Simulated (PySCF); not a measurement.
**Sn: interval between two levels with spin-orbit coupling**

Aim: the interval between two levels of tin from differences of total energies, at each level of theory, and how far each lands from the tabulated value where there is one.

The numbers are computed with PySCF 2.14.0 (two-component X2C-1e, generalised determinants), except any that are marked as measured or tabulated.

## Step 1: Starting point

| Quantity | Value |
| --- | --- |
| Element | tin (Z = 50) |
| Basis | x2c-TZVPall-2c with one added diffuse shell each of s, p, d, f type (9s10p6d3f, 90 functions) |
| Hamiltonian | two-component X2C-1e, Gaussian nucleus, no Breit or QED terms; spin-orbit coupling, run by run: off; screened by Boettger's factors |
| Core shells frozen in the correlated runs | [Ar] 3d10 (for Sn) |
| State 1 | Sn 4d10 5s1 5p2 5d1 5F5: [Kr] 4d10 5s1 5p2 5d1; 5s1/2 filled at m_j = +1/2; 5p3/2 filled at m_j = +1/2, +3/2; 5d5/2 filled at m_j = +5/2 |
| Needed too, but not shown | Sn [Kr] 4d10 5s2 5p2 (3P) |
| Methods | GHF, GMP2 |

The outer shells:

Sn [Kr] 4d10 5s1 5p2 5d1
```
[Kr] core
4d [↑↓][↑↓][↑↓][↑↓][↑↓]
5s [↑ ]
5p [↑ ][↑ ][  ]
5d [↑ ][  ][  ][  ][  ]
```

All steps ran in one process of a driver on top of PySCF, which takes the settings above as its task.

It was started by

```
$ OMP_NUM_THREADS=1 python sorun2.py TASK.json OUT
```

The integrals over 90 functions and the set-up took 2.7 s of CPU time.

## Step 2: Sn 4d10 5s1 5p2 5d1 5F5, method by method

**GHF (spin-free)**

Output:

```text
cycle= 1 E= -6172.6818392515  delta_E= -6.17e+03  |FDS-SDF|= 0.0124
cycle= 2 E= -6172.7038950804  delta_E= -0.0221  |FDS-SDF|= 0.00492
cycle= 3 E= -6172.7060225221  delta_E= -0.00213  |FDS-SDF|= 0.00204
cycle= 4 E= -6172.7063658429  delta_E= -0.000343  |FDS-SDF|= 0.000399
cycle= 5 E= -6172.7064013609  delta_E= -3.55e-05  |FDS-SDF|= 0.000148
cycle= 6 E= -6172.7064091345  delta_E= -7.77e-06  |FDS-SDF|= 4.64e-05
cycle= 7 E= -6172.7064100229  delta_E= -8.88e-07  |FDS-SDF|= 8.12e-06
cycle= 8 E= -6172.7064100456  delta_E= -2.27e-08  |FDS-SDF|= 1.5e-06
cycle= 9 E= -6172.7064100461  delta_E= -5.57e-10  |FDS-SDF|= 3.43e-07
```

Time after the integrals: 2.9 s (1 thread of Neoverse-V2, shared host).

Occupied spinors (without spin-orbit coupling the j labels only name the start):

```
spinor shell  electrons  mean energy (eV)  weight of the nominal j  rms radius (bohr)
       1s1/2          2          -29351.5                    1.000             0.0333
       2s1/2          2           -4527.7                    1.000              0.136
       2p3/2          4           -4057.9                    0.833              0.121
       2p1/2          2           -4057.9                    0.667              0.121
       3s1/2          2           -917.11                    1.000              0.361
       3p3/2          4           -759.87                    0.833              0.362
       3p1/2          2           -759.85                    0.667              0.362
       3d5/2          6           -518.35                    0.800              0.341
       3d3/2          4           -518.35                    0.700              0.341
       4s1/2          2           -164.33                    1.000              0.875
       4p3/2          4           -114.57                    0.833              0.949
       4p1/2          2           -114.52                    0.667              0.950
       4d5/2          6           -39.983                    0.800               1.18
       4d3/2          4           -39.959                    0.700               1.18
       5s1/2          1           -19.915                    0.999               2.53
       5p3/2          2           -10.850                    0.833               3.16
       5d5/2          1            -1.920                    1.000               6.24
```

M_J = 5, ⟨J²⟩ = 30.016, ⟨L²⟩ = 12.012, ⟨S²⟩ = 6.003.

**GMP2 (spin-free)**

The driver printed no log here.

Time after the integrals: 1.6 s (1 thread of Neoverse-V2, shared host).

With 22 electrons correlated and 6 very high virtual spinors dropped, the MP2 correlation energy is -0.34939 hartree. Largest pairs: 4d3/2-4d5/2 -0.0808, 4d5/2-4d5/2 -0.0584, 4d3/2-4d3/2 -0.0257, 4d5/2-4p3/2 -0.0243, 4d5/2-5p3/2 -0.0191.

**GHF (screened spin-orbit)**

Output:

```text
cycle= 1 E= -6174.1348611675  delta_E= -6.17e+03  |FDS-SDF|= 0.0213
cycle= 2 E= -6174.1596862770  delta_E= -0.0248  |FDS-SDF|= 0.00485
cycle= 3 E= -6174.1620566577  delta_E= -0.00237  |FDS-SDF|= 0.00208
cycle= 4 E= -6174.1624353925  delta_E= -0.000379  |FDS-SDF|= 0.000921
cycle= 5 E= -6174.1625688430  delta_E= -0.000133  |FDS-SDF|= 0.000449
cycle= 6 E= -6174.1626086159  delta_E= -3.98e-05  |FDS-SDF|= 0.000215
cycle= 7 E= -6174.1626177688  delta_E= -9.15e-06  |FDS-SDF|= 6.72e-05
cycle= 8 E= -6174.1626188543  delta_E= -1.09e-06  |FDS-SDF|= 1.52e-05
cycle= 9 E= -6174.1626189440  delta_E= -8.96e-08  |FDS-SDF|= 2.81e-06
cycle= 10 E= -6174.1626189467  delta_E= -2.75e-09  |FDS-SDF|= 5.63e-07
```

It took 3.1 s on 1 thread of Neoverse-V2, shared host, the integrals not counted.

The outer occupied spinors:

```
spinor shell  electrons  mean energy (eV)  weight of the nominal j  rms radius (bohr)
       4s1/2          2           -164.36                    1.000              0.875
       4p1/2          2           -120.05                    1.000              0.930
       4p3/2          4           -112.14                    1.000              0.959
       4d3/2          4           -40.723                    0.975               1.17
       4d5/2          6           -39.566                    0.983               1.18
       5s1/2          1           -19.921                    0.999               2.54
       5p3/2          2           -10.795                    0.796               3.17
       5d5/2          1            -1.929                    1.000               6.24
```

M_J = 5, ⟨J²⟩ = 30.016, ⟨L²⟩ = 12.084, ⟨S²⟩ = 5.995. Rows whose weight is well below 1 mix j = l ± 1/2: exchange competes with spin-orbit coupling there.

**GMP2 (screened spin-orbit)**

No log was kept for this step.

Time after the integrals: 1.6 s (1 thread of Neoverse-V2, shared host).

With 22 electrons correlated and 6 very high virtual spinors dropped, the MP2 correlation energy is -0.34978 hartree. Largest pairs: 4d3/2-4d5/2 -0.0825, 4d5/2-4d5/2 -0.0580, 4d5/2-4p3/2 -0.0245, 4d3/2-4d3/2 -0.0245, 4d5/2-5p3/2 -0.0190.

## Step 3: The energy differences

Interval between two levels: Sn [Kr] 4d10 5s2 5p2 [5p3/2^2, M_J = 2] → Sn [Kr] 4d10 5s1 5p2 5d1 [5s1/2^1 5p3/2^2 5d5/2^1, M_J = 5].

```
                    method  value (eV)
           GHF (spin-free)       9.249
          GMP2 (spin-free)      11.070
 GHF (screened spin-orbit)       9.330
GMP2 (screened spin-orbit)      11.141
```

The differences also use runs on Sn [Kr] 4d10 5s2 5p2 (3P), which are not shown here.

## Step 4: Outcome

| quantity | value |
| --- | --- |
| interval between two levels, Sn → 4d10 5s1 5p2 5d1 5F5 | GHF (spin-free) 9.249, GMP2 (screened spin-orbit) 11.141 eV |

**Reading.** The methods span 1.892 eV, from GHF (spin-free) (9.249) to GMP2 (screened spin-orbit) (11.141). No reference value is at hand in this session. Spin-orbit coupling moves the difference by +0.071 eV at GMP2. The basis is finite, and no extrapolation was made.
